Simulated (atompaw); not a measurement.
# Ti: generating and testing a PAW (atompaw) potential

Do these settings give a usable potential? It is generated, then checked for scattering, ghosts and hardness.

Program: atompaw 4.2.0.5. Reference atom: PBEsol, scalar-relativistic, spherical and spin-unpolarised. All values are calculated.

## 1. Starting point

The settings as typed:

```json
{"element": "titanium (Ti, Z = 22)", "type": "PAW", "frozen core": "[Ar]", "valence charge": "4", "reference configuration": "3d2 4s1.5 4p0 (charge +0.5)", "partial waves": "4s (bound): rc 2.85 bohr; 4s channel at 1.15 Ry: rc 2.85 bohr; 4p (bound, empty): rc 3.00 bohr; 4p channel at 0.8 Ry: rc 3.00 bohr; 3d (bound): rc 1.45 bohr; 3d channel at 4.35 Ry: rc 3.00 bohr", "local potential": "troulliermartins scheme with l = 3 at 0 Ry, radius 2.35 bohr", "core correction": "smooth core density matched at 2.25 bohr", "augmentation charge": "besselshape compensation charge, radius 2.90 bohr; PAW radius 3.00 bohr; waves and projectors: custom rrkj gramschmidtortho"}
```

An earlier all-electron run gives the scale for the radii.

All-electron outer shells of the reference configuration (PBEsol, scalar-relativistic, ld1.x):

```json
{"shell": "3s", "level (eV)": "-65.92", "outermost node (bohr)": "0.40", "outermost maximum (bohr)": "0.87"}
{"shell": "3p", "level (eV)": "-42.25", "outermost node (bohr)": "0.37", "outermost maximum (bohr)": "0.90"}
{"shell": "3d", "level (eV)": "-7.67", "outermost node (bohr)": "–", "outermost maximum (bohr)": "0.98"}
{"shell": "4s", "level (eV)": "-7.33", "outermost node (bohr)": "1.24", "outermost maximum (bohr)": "2.85"}
{"shell": "4p", "level (eV)": "-3.92", "outermost node (bohr)": "1.38", "outermost maximum (bohr)": "3.52"}
```

## 2. Generation

Ti.input

```
Ti 22
GGA-PBESOL scalarrelativistic loggrid 1500 logderivrange -3 5 201
4 4 3 0 0 0
4 0 1.5
4 1 0
3 2 2
0 0 0
c
c
c
v
c
c
v
v
2
3.00 2.90 2.35 2.25
y
1.15
n
y
0.8
n
y
4.35
n
custom rrkj gramschmidtortho besselshape
3 0 troulliermartins
2.85
2.85
3.00
3.00
1.45
3.00
PWSCFOUT
UPFDX 0.0125d0 UPFXMIN -7.d0 UPFZMESH 22.d0
END
```

Started as:

```sh
$ atompaw < Ti.input > Ti.log
```

What does the calculation give? Wanted: cutoffs for 10 and 1 mRy, occupied levels; bound ghosts; largest phase difference near zero energy, channels read; lowest eigenvalue of the overlap; share of valence orbitals outside the PAW sphere; UPF file.

As calculated:

| quantity | value |
| --- | --- |
| cutoffs for 10 and 1 mRy, occupied levels | 45 Ry and 70 Ry |
| bound ghosts | none found |
| largest phase difference near zero energy, channels read | 0.063 rad |
| lowest eigenvalue of the overlap (Bessel basis) | 0.456 (s) |
| share of valence orbitals outside the PAW sphere | 4s 56 %, 4p 77 %, 3d 7 % |
| UPF file | written |

**Reading.** The potential is of middling hardness: the looser tolerance needs 45 Ry. The slowest occupied level is 3d: taken alone it needs 50 Ry to come within 1 mRy, against 6 Ry or less for 4s. The Bessel-basis test finds no level below the valence levels. Of the channels read, d scatters worst near zero energy, by up to 0.06 rad.
